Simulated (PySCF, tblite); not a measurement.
**2-(trifluoromethyl)acrylic acid (C4H3F3O2): geometry, infrared bands and NMR shifts**

Aim: predict the infrared bands and NMR shifts of 2-(trifluoromethyl)acrylic acid (C4H3F3O2) (`C=C(C(=O)O)C(F)(F)F`).

Programs: tblite 0.8.0 and PySCF 2.14.0, with density-fitted response routines of our own. Each step states its level of theory. These are calculated values for one molecule in the gas phase, unless marked as measured. Atoms count from 0, in the outputs and in this text.

## Step 1: The starting structure

12 atoms, charge 0, multiplicity 1; geometry from: force field or distance geometry start.

Bonds of the start (Å): C0–C1 1.33, C1–C2 1.49, C2–O3 1.26, C2–O4 1.39, C1–C5 1.48, C5–F6 1.40, C5–F7 1.39, C5–F8 1.37, C0–H9 1.09, C0–H10 1.08, O4–H11 1.03.

## Step 2: Relaxing the molecule with GFN2-xTB

Job settings and geometry (Å):

```
{"job": {"kind": "relax", "xc": "GFN2-xTB", "basis": "xTB"}, "charge": 0, "multiplicity": 1}
C     -0.529000     1.259100     0.584200
C     -0.223000     0.076800     0.059400
C      1.223100    -0.195100    -0.166100
O      1.491400    -1.319000    -0.667800
O      2.186200     0.753400     0.136600
C     -1.253500    -0.944500    -0.255300
F     -2.519600    -0.449400     0.060700
F     -1.227300    -1.047000    -1.645300
F     -1.005200    -2.167100     0.322300
H     -1.567100     1.536000     0.795600
H      0.251300     1.969200     0.801300
H      3.173700     0.526900    -0.051600
```

Launch:

```sh
> OMP_NUM_THREADS=1 python probes_run.py task.json out
```

The driver reads the jobs from task.json and runs them one after another.

**Question.** This job is followed by: GFN2-xTB harmonic vibrations, gas phase; GIAO PBE0/pcSseg-1 NMR shielding, non-relativistic, gas phase. What will the session give for the following? strongest single infrared mode (GFN2-xTB); zero-point energy (GFN2-xTB); ¹³C shifts against TMS (PBE0/pcSseg-1); ¹H shifts against TMS (PBE0/pcSseg-1); ¹⁷O shifts against H2O (PBE0/pcSseg-1); ¹⁹F shifts against CFCl3 (PBE0/pcSseg-1, means over atoms taken as alike).

**Answer**, as computed:

| quantity | value |
| --- | --- |
| strongest single infrared mode (GFN2-xTB) | 1784 cm⁻¹, 447 km/mol |
| zero-point energy (GFN2-xTB) | 42.9 kcal/mol |
| ¹³C shifts against TMS (PBE0/pcSseg-1) | 164.9, 141.6, 139.1, 130.5 ppm |
| ¹H shifts against TMS (PBE0/pcSseg-1) | 7.16, 7.00, 6.27 ppm |
| ¹⁷O shifts against H2O (PBE0/pcSseg-1) | 440.6, 197.8 ppm |
| ¹⁹F shifts against CFCl3 (PBE0/pcSseg-1, means over atoms taken as alike) | -82.9 ppm |

Over 49 steps the energy fell by 0.809 eV; of the close pairs, C2–O3 changed most, 1.260 to 1.199 Å. All 30 modes are real, so the xTB geometry is a minimum. The strongest single mode, at 1784 cm⁻¹, moves mainly C2 and O3. Unscaled tight-binding wavenumbers are off by several per cent, some by more. Its intensities can rank the bands wrongly. At PBE0/pcSseg-1: Shielding is most anisotropic at O3 (span 627 ppm, paramagnetic term -506 ppm).
